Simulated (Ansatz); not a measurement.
# GaH5Se: the cost of one run

All numbers below are computed with Ansatz 0.2.0 (RKS BLYP-D4/def2-SVPD).

### Step 1. The starting structure

Bond lengths: Ga1–Se2 2.654 Å, Ga1–H3 1.542 Å, Ga1–H4 1.544 Å, Ga1–H5 1.550 Å, Se2–H6 1.451 Å, Se2–H7 1.451 Å. Angles: Ga1–Se2–H6 97.6°, Ga1–Se2–H7 95.2°, H6–Se2–H7 90.6°, Se2–Ga1–H3 98.8°, Se2–Ga1–H4 97.1°, Se2–Ga1–H5 95.7°, H3–Ga1–H4 119.2°, H3–Ga1–H5 118.2°, H4–Ga1–H5 117.9°.

Structure file:

```xyz
7

Ga   -0.7795   -0.6605   -0.5035
Se    0.8097    0.5582    1.2377
H    -0.4545   -2.1225   -0.1365
H    -2.1069   -0.0389   -0.0181
H    -0.1153   -0.0580   -1.7674
H     2.0466    0.4334    0.4897
H     0.5999    1.8882    0.6982
```

### Step 2. Relaxing end A

File input.yaml:

```yaml
crystal:
  periodic: [false, false, false]
  atoms:
    - { symbol: Ga, position_ang: [-0.77946, -0.66048, -0.50348] }
    - { symbol: Se, position_ang: [0.80966, 0.55822, 1.23766] }
    - { symbol: H, position_ang: [-0.45453, -2.12247, -0.13654] }
    - { symbol: H, position_ang: [-2.10688, -0.03893, -0.0181] }
    - { symbol: H, position_ang: [-0.11529, -0.058, -1.76742] }
    - { symbol: H, position_ang: [2.04663, 0.43342, 0.48972] }
    - { symbol: H, position_ang: [0.59987, 1.88824, 0.69816] }
basis:
  gaussian: { orbitals: def2-SVPD }
hamiltonian:
  xc: blyp
  dispersion: d4
relax:
  f_tol: 0.015
  max_steps: 40
```

Started as:

```console
$ ansatz run input.yaml --threads 2 --pin off --max-ram 3072MiB --backend cpu --events-out ev --progress --plain --runs-dir out
```

**Question.** How long does this run take on 2 threads of Arm Neoverse V1, shared host, and how much memory does it need?

About 16 s, with a peak of 0.17 GiB.
